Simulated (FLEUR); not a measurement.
HfMoC2: equation of state with r2SCAN

Crystal: HfMoC2.

```
CELL_PARAMETERS angstrom
3.19142 0.00000 0.00000
0.00000 3.19142 0.00000
0.00000 0.00000 4.48516
ATOMIC_POSITIONS crystal
Hf 0.00000 0.00000 0.00000
Mo 0.50000 0.50000 0.50000
C 0.50000 0.50000 0.00000
C 0.00000 0.00000 0.50000
```

The cell comes from a database or a generator and needn't be the stable form of this composition.

| Property | Result |
| --- | --- |
| Program | FLEUR MaX-R8.1 (later development tree) |
| Task | equation of state |
| Functional | r2SCAN |
| Potentials or basis | all-electron |
| Basis | FLAPW |
| Kmax | 4.93 1/bohr |
| k mesh | 8 × 8 × 6 |
| Occupations | fermi-dirac, width 0.05 eV |
| Spin | no spin polarisation |

* Equilibrium volume: 11.30 Å³/atom
* Bulk modulus at fixed shape and positions: 289 GPa

Energy against volume, from the lowest point:
```tsv
volume (Å³/atom)	energy (meV/atom)
10.735	26.35
10.964	8.17
11.421	0.00
11.877	23.48
12.106	45.22
```

Caveat: the meta-GGA is that of a development version, with a GGA for the radial functions and cores and without core tails; the cell was scaled at fixed shape and fractional positions, which overstates the stiffness of a crystal with free parameters, most of all of layers and chains. The run has no spin-orbit coupling, so splittings on Hf are missing.
